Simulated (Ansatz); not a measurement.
# Ge (bcc type): how the settings move a single-point run

Question: which choices in the input matter for Ge (bcc type)?

Program: Ansatz 0.2.0. Level of theory: reference: DFT, LDA, all-electron LAPW, scalar-relativistic. These are calculated values, not measurements.

2 further runs of the same task are left out: 1 that didn't finish, 1 set aside as unsound or not needed. Runs told in other sessions of the task aren't counted.

**1. The system as given**

It takes space group Im-3m (No. 229, cubic). Conventional cell: a = 2.855 Å, b = 2.855 Å, c = 2.855 Å, α = 90.00°, β = 90.00°, γ = 90.00°. Ge (site symmetry m-3m) is surrounded by 8 Ge at 2.47 Å.

Coordinates:

```cif
data_structure
_symmetry_space_group_name_H-M 'Im-3m'
_symmetry_Int_Tables_number 229
_cell_length_a 2.8552
_cell_length_b 2.8552
_cell_length_c 2.8552
_cell_angle_alpha 90.000
_cell_angle_beta 90.000
_cell_angle_gamma 90.000
_cell_volume 23.28
loop_
_atom_site_label
_atom_site_type_symbol
_atom_site_symmetry_multiplicity
_atom_site_Wyckoff_symbol
_atom_site_fract_x
_atom_site_fract_y
_atom_site_fract_z
_atom_site_occupancy
Ge1 Ge 2 a 0.00000 0.00000 0.00000 1
```

**2. Reference**

input.yaml

```yaml
crystal:
  lattice:
    - [-1.4275980565, 1.4275980565, 1.4275980565]
    - [1.4275980565, -1.4275980565, 1.4275980565]
    - [1.4275980565, 1.4275980565, -1.4275980565]
  atoms:
    - { symbol: Ge, position: [0.0, 0.0, 0.0] }
kpoints:
  mp_grid: { grid: [18, 18, 18] }
scf:
  occupations: { method: fermi_dirac, width: 0.1 }
hamiltonian:
  xc: lda
  pseudopotentials: { kind: all_electron, lapw: { basis_error: 0.001 } }
output:
  forces: true
  stress: true
  eigenvalues: true
  populations: true
```

On the command line:

```bash
> ansatz run input.yaml --threads 1 --pin off --max-ram 2048MiB --backend cpu --events-out ev --progress --plain --runs-dir out
```

**3. Changing settings: occupations.method cold, occupations.width 0.05, dr2_threshold 1.0e-11**

Edit input.yaml of step 2 so:

```diff
@@ -10,3 +10,4 @@
 scf:
-  occupations: { method: fermi_dirac, width: 0.1 }
+  occupations: { method: cold, width: 0.05 }
+  convergence: { dr2_threshold: 1.0e-11 }
 hamiltonian:
```

Before running it: what results should come out? Wanted: for each run, ending; energy change; pressure; gap; force.

The runs gave:

```tsv
run	ending	energy change	pressure (GPa)	gap (eV)	force (eV/Å)	cycles	time
reference	converged	0	88.9	0.00	0.00	5	12 s
1: occupations.method cold, occupations.width 0.05, dr2_threshold 1.0e-11	converged	+0.1 meV/atom (σ→0)	88.8	0.00	0.00	7	13 s
```

Residual by cycle in the longest SCF loop of each run; runs are numbered as in the table. The quantity is the density residual dr2, in eV.

```tsv
cycle	reference	run 1
1	0.00555	0.00553
2	0.0014	0.00139
3	3.9e-4	3.9e-4
4	1.4e-5	1.4e-5
5	5.0e-9	3.8e-9
6	-	1.9e-11
7	-	2.2e-14
```

Changing the smearing and convergence setting hardly moves the energy: +0.1 meV/atom. Cost: 7 SCF cycles against 5. The structure is not at rest: the sound run finds 89 GPa, so these are no properties of the relaxed crystal. 
